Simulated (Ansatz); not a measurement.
# TaN: the cost of one run

Method: DFT LDA, scalar-relativistic, plane waves, PAW, in Ansatz 0.2.0.

4 further runs of the same task are left out: 1 that didn't finish, 3 set aside as unsound or not needed.

## Step 1: The starting structure

The structure is cubic, space group Fm-3m (No. 225). The conventional cell has a = 4.349 Å, b = 4.349 Å, c = 4.349 Å, α = 90.00°, β = 90.00°, γ = 90.00°. Ta (site symmetry m-3m) is surrounded by 6 N at 2.17 Å. N (site symmetry m-3m) has 6 Ta at 2.17 Å as nearest neighbours.

Coordinates:

```cif
data_structure
_symmetry_space_group_name_H-M 'P 1'
_symmetry_Int_Tables_number 1
_cell_length_a 3.0755
_cell_length_b 3.0755
_cell_length_c 3.0755
_cell_angle_alpha 60.000
_cell_angle_beta 60.000
_cell_angle_gamma 60.000
_cell_volume 20.57
loop_
_atom_site_label
_atom_site_type_symbol
_atom_site_fract_x
_atom_site_fract_y
_atom_site_fract_z
_atom_site_occupancy
Ta1 Ta 0.50000 0.50000 0.50000 1
N1 N 0.00000 0.00000 0.00000 1
```

This cell was relaxed beforehand with the same method: volume 10.29 Å³/atom, gap on the mesh none (metal).

## Step 2: The cell under 12 GPa

What is minimised here is the enthalpy; the energy can go up as the cell is squeezed.

input.yaml

```yaml
crystal:
  lattice:
    - [0.0, 2.1747153531, 2.1747153531]
    - [2.1747153531, 0.0, 2.1747153531]
    - [2.1747153531, 2.1747153531, 0.0]
  atoms:
    - { symbol: Ta, position: [0.5, 0.5, 0.5] }
    - { symbol: "N", position: [0.0, 0.0, 0.0] }
basis:
  ecutwfc: 420
kpoints:
  mp_grid: { grid: [16, 16, 16] }
hamiltonian:
  xc: lda
scf:
  occupations: { method: fermi_dirac, width: 0.15 }
output:
  forces: true
  stress: true
  eigenvalues: true
relax:
  adjacent_minimum: "off"
  f_tol: 0.001
  max_steps: 60
  cell: { stress_tol: 0.02, p_target: 12.0 }
```

Command:

```
$ ansatz run input.yaml --threads 1 --pin off --max-ram 3072MiB --backend cpu --events-out ev --progress --plain --runs-dir out
```

Q: Estimate wall time and peak memory on 1 thread of Arm Neoverse V2, shared host.

About 18 s, with a peak of 0.34 GiB.
